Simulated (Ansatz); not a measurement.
# Sr (fcc type): how the settings move a single-point run

Question: which choices in the input matter for Sr (fcc type)?

Method: reference: DFT, LDA, PAW with Ansatz's default frozen-core files, scalar-relativistic, in Ansatz 0.2.0.

### 1 Starting point

It takes space group Fm-3m (No. 225, cubic). The conventional cell has a = 5.694 Å, b = 5.694 Å, c = 5.694 Å, α = 90.00°, β = 90.00°, γ = 90.00°. Sr (site symmetry m-3m) has 12 Sr at 4.03 Å in its first shell of neighbours.

As a file:

```cif
data_structure
_symmetry_space_group_name_H-M 'Fm-3m'
_symmetry_Int_Tables_number 225
_cell_length_a 5.6944
_cell_length_b 5.6944
_cell_length_c 5.6944
_cell_angle_alpha 90.000
_cell_angle_beta 90.000
_cell_angle_gamma 90.000
_cell_volume 184.65
loop_
_atom_site_label
_atom_site_type_symbol
_atom_site_symmetry_multiplicity
_atom_site_Wyckoff_symbol
_atom_site_fract_x
_atom_site_fract_y
_atom_site_fract_z
_atom_site_occupancy
Sr1 Sr 4 a 0.00000 0.00000 0.00000 1
```

### 2 The reference run

The input, input.yaml:

```yaml
crystal:
  lattice:
    - [0.0, 2.8472169528, 2.8472169528]
    - [2.8472169528, 0.0, 2.8472169528]
    - [2.8472169528, 2.8472169528, 0.0]
  atoms:
    - { symbol: Sr, position: [0.0, 0.0, 0.0] }
kpoints:
  mp_grid: { grid: [13, 13, 13] }
scf:
  occupations: { method: fermi_dirac, width: 0.05 }
hamiltonian:
  xc: lda
  pseudopotentials: { kind: paw }
output:
  forces: true
  stress: true
  eigenvalues: true
  populations: true
```

Launch:

```bash
ansatz run input.yaml --threads 1 --pin off --max-ram 2048MiB --backend cpu --events-out ev --progress --plain --runs-dir out
```

### 3 Variant: mp_grid.grid [20, 20, 20], n_extra_bands 16

Edit input.yaml of step 2 so:

```diff
@@ -8,5 +8,6 @@
 kpoints:
-  mp_grid: { grid: [13, 13, 13] }
+  mp_grid: { grid: [20, 20, 20] }
 scf:
   occupations: { method: fermi_dirac, width: 0.05 }
+  n_extra_bands: 16
 hamiltonian:
@@ -19 +20,5 @@
   populations: true
+  write_density: true
+  write_potential: true
+  elf: true
+  volumetric_format: npy
```

### 4 Variant: mp_grid.grid [9, 9, 9]

Edit input.yaml of step 2 so:

```diff
@@ -8,3 +8,3 @@
 kpoints:
-  mp_grid: { grid: [13, 13, 13] }
+  mp_grid: { grid: [9, 9, 9] }
 scf:
```

Q: Predict the outcome of this session. Wanted: for each run, ending; energy change; pressure; gap; force.

**Answer**, as computed:

```
                                           run     ending  energy change  pressure (GPa)  gap (eV)  force (eV/Å)  cycles   time
                                     reference  converged              0             0.8      0.01          0.00       6  2.7 s
1: mp_grid.grid [20, 20, 20], n_extra_bands 16  converged   0.0 meV/atom             0.8      0.04          0.00       7   12 s
                     2: mp_grid.grid [9, 9, 9]  converged  +4.4 meV/atom             0.8      0.16          0.00       6  1.2 s
```

Times don't compare one to one where runs were asked for different outputs or read a saved state (see the inputs); cycles may leave out searches for a lower state.

Residual by cycle in the longest SCF loop of each run; runs are numbered as in the table. The quantity is the density residual dr2, in eV.

```
cycle  reference    run 1    run 2
    1    0.00192  0.00196  0.00194
    2     5.7e-4   5.9e-4   4.0e-4
    3     7.7e-6   1.1e-4   4.1e-6
    4     1.0e-6   1.6e-5   3.3e-7
    5     7.8e-9   2.0e-6   2.3e-9
    6    5.3e-11   2.4e-7  1.8e-11
    7          -   3.1e-9        -
```

Of the converged runs whose energies compare with the reference's, «mp_grid.grid [9, 9, 9]» moves the energy most (+4.4 meV/atom) and «mp_grid.grid [20, 20, 20], n_extra_bands 16» least (0.0 meV/atom).
